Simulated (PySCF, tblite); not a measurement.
**C6H2N2P2: geometry, infrared bands and NMR shifts**

Wanted: the infrared bands and NMR shifts of C6H2N2P2 (`N#Cc1cpcpc1C#N`), by calculation.

Computed with tblite 0.8.0 and PySCF 2.14.0, with density-fitted response routines of our own, on a single molecule in the gas phase. Atoms are numbered from 0 throughout.

**1. Starting geometry**

12 atoms, charge 0, multiplicity 1; geometry from: force field or distance geometry start.

Bonds of the start (Å): N0–C1 1.15, C1–C2 1.45, C2–C3 1.40, C3–P4 1.83, P4–C5 1.82, C5–P6 1.83, P6–C7 1.84, C7–C8 1.43, C8–N9 1.17, C7–C2 1.42, C3–H10 1.10, C5–H11 1.09.

**2. Relaxing the molecule with GFN2-xTB**

What the job is given:

```
{"job": {"kind": "relax", "xc": "GFN2-xTB", "basis": "xTB"}, "charge": 0, "multiplicity": 1}
N     -2.973700    -1.376800     0.212700
C     -1.914400    -0.955100     0.057500
C     -0.552400    -0.481800    -0.108600
C      0.399400    -1.489300    -0.297800
P      2.191200    -1.244900    -0.579100
C      2.347300     0.382800     0.223900
P      1.280200     1.751400    -0.341300
C     -0.344400     0.924300    -0.065800
C     -1.428000     1.843500     0.111400
N     -2.319000     2.584200     0.267700
H      0.078600    -2.540600    -0.318600
H      3.236500     0.601600     0.812000
```

Run with:

```bash
OMP_NUM_THREADS=1 python probes_run.py task.json out
```

This one command runs all jobs of the session in turn.

**Question.** This job is followed by: GFN2-xTB harmonic vibrations, gas phase; GIAO PBE0/pcSseg-1 NMR shielding, non-relativistic, gas phase. Predict these results of the whole session: strongest single infrared mode (GFN2-xTB); zero-point energy (GFN2-xTB); 13C shifts against TMS (PBE0/pcSseg-1); 1H shifts against TMS (PBE0/pcSseg-1); 15N shifts against NH3 (PBE0/pcSseg-1); 31P shifts against H3PO4 (PBE0/pcSseg-1); surface potential, 1st and 99th percentile.

The runs gave:

```
                                 quantity                                         value
strongest single infrared mode (GFN2-xTB)                         2352 cm⁻¹, 201 km/mol
             zero-point energy (GFN2-xTB)                                 39.4 kcal/mol
   13C shifts against TMS (PBE0/pcSseg-1)  197.3, 167.4, 147.6, 127.4, 123.5, 122.6 ppm
    1H shifts against TMS (PBE0/pcSseg-1)                               11.19, 9.84 ppm
   15N shifts against NH3 (PBE0/pcSseg-1)                              350.5, 332.7 ppm
 31P shifts against H3PO4 (PBE0/pcSseg-1)                              292.0, 276.9 ppm
    surface potential, 1st and 99th percentile                            -1.57 V and 1.67 V
```

Over 66 steps the energy fell by 1.400 eV; of the close pairs, C5–P6 changed most, 1.825 to 1.728 Å. All 30 modes are real, so the xTB geometry is a minimum. The strongest single mode, at 2352 cm⁻¹, moves mainly C8 and N9. GFN2-xTB is a fitted tight-binding method: band positions and strengths are rough. Its intensities can rank the bands wrongly. NICS(1)zz of -23 ppm above the planar ring from C2 marks a diatropic (aromatic) ring current. By nearest atom (PBE0/pcSseg-1), the HOMO sits on C7 22 %; P4 21 % and the LUMO on P4 31 %; C7 19 %.
